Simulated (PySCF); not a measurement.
**[Ce(BH4)2]+: other functionals and bases at one geometry**

An exercise on one series of results from a longer session: the logs are not shown, and one member is left open.

Computed with PySCF 2.14.0. Level: several levels, as the steps say, no spin–orbit coupling.

1 further run of the same task is left out (for a known fault of the program).

## Starting geometry

11 atoms, charge 1, spin multiplicity 1.

Bond lengths: Ce1–B2 2.483 Å, Ce1–H4 2.241 Å, Ce1–H5 2.340 Å, Ce1–H6 2.247 Å, Ce1–B7 2.483 Å, Ce1–H9 2.241 Å, Ce1–H10 2.340 Å, Ce1–H11 2.247 Å, B2–H3 1.199 Å, B2–H4 1.269 Å, B2–H5 1.256 Å, B2–H6 1.272 Å, B7–H8 1.199 Å, B7–H9 1.269 Å, B7–H10 1.256 Å, B7–H11 1.272 Å. Angles: B2–Ce1–H4 30.6°, B2–Ce1–H5 30.0°, B2–Ce1–H6 30.7°, B2–Ce1–B7 110.1°, B2–Ce1–H9 87.2°, B2–Ce1–H10 138.6°, B2–Ce1–H11 100.4°, H4–Ce1–H5 52.0°, H4–Ce1–H6 52.4°, H4–Ce1–B7 87.2°, H4–Ce1–H9 74.8°, H4–Ce1–H10 117.0°, H4–Ce1–H11 70.7°, H5–Ce1–H6 51.7°, H5–Ce1–B7 138.6°, H5–Ce1–H9 117.0°, H5–Ce1–H10 168.4°, H5–Ce1–H11 120.0° and more.

Coordinates:

```xyz
11
B2CeH8
Ce    0.0000    0.0000   -0.5039
B     2.0348    0.0014    0.9185
H     2.9591    0.0226    1.6819
H     1.1091   -0.7901    1.2763
H     2.3070   -0.3116   -0.2674
H     1.4261    1.1143    0.8273
B    -2.0347   -0.0014    0.9185
H    -2.9591   -0.0226    1.6818
H    -1.1091    0.7901    1.2764
H    -2.3069    0.3117   -0.2674
H    -1.4261   -1.1143    0.8273
```

Formal oxidation states: Ce +3. Each metal's 1 4f electrons lie in its core potential, so multiplicities, spins and levels count the valence alone. An earlier session relaxed this geometry at PBE0, Ce lcecp-1-SVP with ECP47, B def2-SVP, H def2-SVP (singlet, point group C2).

At PBE0 on the finer grid: E = -86.392231 Eh, HOMO -13.73 eV, LUMO -7.50 eV, Mulliken charge on Ce1 +1.14 e, largest force component 0.008 eV/Å. 

Levels to run: M06-L; revPBE; PBE0, TZVP. Hardware: 2 threads of Arm Neoverse V1, shared host.

The first run:

Contents of run.py (the lines that set the calculation):

```python
mol = gto.M(atom='''
Ce    -0.00002    -0.00002    -0.50389
B      2.03476     0.00141     0.91850
H      2.95906     0.02262     1.68185
H      1.10911    -0.79008     1.27627
H      2.30703    -0.31165    -0.26739
H      1.42608     1.11426     0.82727
B     -2.03475    -0.00141     0.91855
H     -2.95912    -0.02259     1.68183
H     -1.10910     0.79007     1.27636
H     -2.30693     0.31166    -0.26737
H     -1.42612    -1.11429     0.82734''',
    basis={'Ce': 'lcecp-1-SVP', 'B': 'def2-SVP', 'H': 'def2-SVP'},
    ecp={'Ce': 'lcecp-1-SVP'},
    charge=1, spin=0)
mf = dft.RKS(mol, xc='M06L')
mf.grids.atom_grid = (75, 302)  # f atoms: unpruned, at least (60, 302)
mf = mf.density_fit()  # fitting sets: Ce AutoAux, B def2-universal-JKFIT, H def2-universal-JKFIT
mf.conv_tol = 1e-08; mf.max_cycle = 55
mf.kernel(dm0)  # dm0: the density of the relaxed state
```

Started as:

```sh
$ OMP_NUM_THREADS=2 python run.py
```

Steps of the session up to this table: M06-L; revPBE; PBE0, TZVP.

One table of the session follows, with a row left open; its other results are not shown here.

| level | HOMO (eV) | gap (eV) | charge on Ce1 (e) | dipole (D) | largest force component (eV/Å) |
| --- | --- | --- | --- | --- | --- |
| PBE0 (relaxed here) | -13.73 | 6.23 | 1.14 | 5.01 | 0.01 |
| M06-L | -12.43 | 4.80 | 1.39 | 5.21 | 0.42 |
| revPBE | ? | ? | ? | ? | ? |
| PBE0, TZVP | -13.73 | 6.29 | 1.44 | 5.00 | 0.24 |

**Question.** Estimate the row for revPBE.

The run gave: HOMO (eV): -12.34; gap (eV): 4.14; charge on Ce1 (e): 0.95; dipole (D): 4.66; largest force component (eV/Å): 0.38. In the column «HOMO (eV)» it is the highest.

The dipole of a charged species depends on the origin, so these sizes hold for this origin alone.

In one basis the HOMO–LUMO gap runs from 4.14 eV (revPBE) to 6.23 eV (PBE0). The largest leftover force, 0.42 eV/Å with M06-L, stands at a geometry relaxed at another level. With 4f in the core, its levels are missing from HOMO and gap, and its count is fixed, so no charge can pass from the ligands into it. Total energies of different levels can't be compared.
